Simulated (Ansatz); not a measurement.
Working through a check of PAW against all-electron LAPW of MoS2, space group P-6m2

Program: the Python package of Ansatz (0.2.0).

Run as a notebook:

In [1]:
```python
import ansatz as az
import numpy as np
```

In [2]:
```python
SETTINGS = {
    'functional': 'PBEsol',
    'kspacing': 0.2,
    'filling': 'gaussian',
    'sigma': 0.1,
    'tolerance': 1e-09,
}
```

In [3]:
```python
def count_gap(report):
    # lowest empty less highest filled band, counting bands; zero where they overlap
    return max(report.get('gap_by_band_count_ev') or 0.0, 0.0)
```

In [4]:
```python
mos2 = (
    az.Lattice.of([3.184126, 0.0, 0.0], [-1.592063, 2.757534, 0.0], [0.0, 0.0, 17.3346])
    .atom('Mo', [0.0, 0.0, 0.0])
    .atom('S', [1 / 3, 2 / 3, 0.089493])
    .atom('S', [1 / 3, 2 / 3, 0.910507])
)

[site.symbol for site in mos2.resolved().sites]
```
Out [4]:
```text
['Mo', 'S', 'S']
```

In [5]:
```python
job = (
    mos2.calculation()
    .functional(SETTINGS['functional'])
    .kpoints(spacing=SETTINGS['kspacing'])
    .occupations(SETTINGS['filling'], width=SETTINGS['sigma'])
    .scf(tolerance=SETTINGS['tolerance'])
    .stress()
    .forces()
    .band_table()
)
variants = {
    'PAW': job.pseudopotentials('paw'),
    'LAPW': job.pseudopotentials('all_electron', lapw=True),
}
# totals differ by the cores that each treatment holds, so compare what does not depend on them
rows = []
for label, variant in variants.items():
    r = variant.run(threads=1, backend='cpu').report
    levels = np.array(r['eigenvalues_ev'][0]) - r['fermi_energy_ev']
    print(label, 'levels at the first k-point near E_F:', np.round(levels[np.abs(levels) < 5], 3))
    rows.append((label, r['n_electrons'], np.trace(r['stress_gpa']) / 3, float(np.abs(r['forces_ev_ang']).max()), count_gap(r)))
print('     treatment  electrons in bands           P GPa  max force component eV/A  gap by band count eV')
for row in rows:
    print(f'{str(row[0]):>14s}  {row[1]:18.1f}  {row[2]:14.3f}  {row[3]:24.4f}  {row[4]:20.3f}')
```
```text
DeckWarning: basis.ecutwfc = 420 eV, auto-derived from the records' recommended cutoffs: set by Mo (normal level)
DeckWarning: output.stress: scf.convergence.dr2_threshold = 1e-9 eV is looser than the 3e-10 eV advised for a printed stress (1e-10 eV for each atom of the cell: 3). What an SCF threshold leaves in a [...]
PAW levels at the first k-point near E_F: [-3.505 -3.505 -2.558 -2.376 -2.376 -0.789  1.937  1.937  2.23   2.23 ]
LAPW levels at the first k-point near E_F: [-3.504 -3.504 -2.559 -2.376 -2.376 -0.791  1.936  1.936  2.23   2.23
  4.633  4.99 ]
     treatment  electrons in bands           P GPa  max force component eV/A  gap by band count eV
           PAW                26.0          -1.153                    0.1482                 1.583
          LAPW                58.0          -1.148                    0.1477                 1.586
```

PAW gives -1.153 GPa and LAPW -1.148 GPa, 0.005 GPa apart. They took 8.4 and 128.1 s of processor time.

Caveats:
- Spin is left out of this run.
- Semilocal gaps usually lie well under measured ones.
- The cell holds layers, chains or clusters in vacuum, no bulk phase; its stress is averaged over the vacuum too and scales with the cell's height.
- The computed bands are complete only to about 2.1 eV above the Fermi level.
- An opening on this mesh may only mean that it misses a point where bands touch.
- The structure comes from a database of computed cells and needn't be a stable or known phase.
- Gaps and levels are Kohn-Sham values on a finite set of k-points, without spin-orbit coupling.
- Warnings are shown shortened and without file and line.
- Pressure is positive in compression; the treatments may keep other shells as core, so totals and counts of electrons can differ.
- The whole script took 2.3 min on 1 thread of Arm Neoverse V1, with other jobs on the host, peak memory 0.78 GiB.
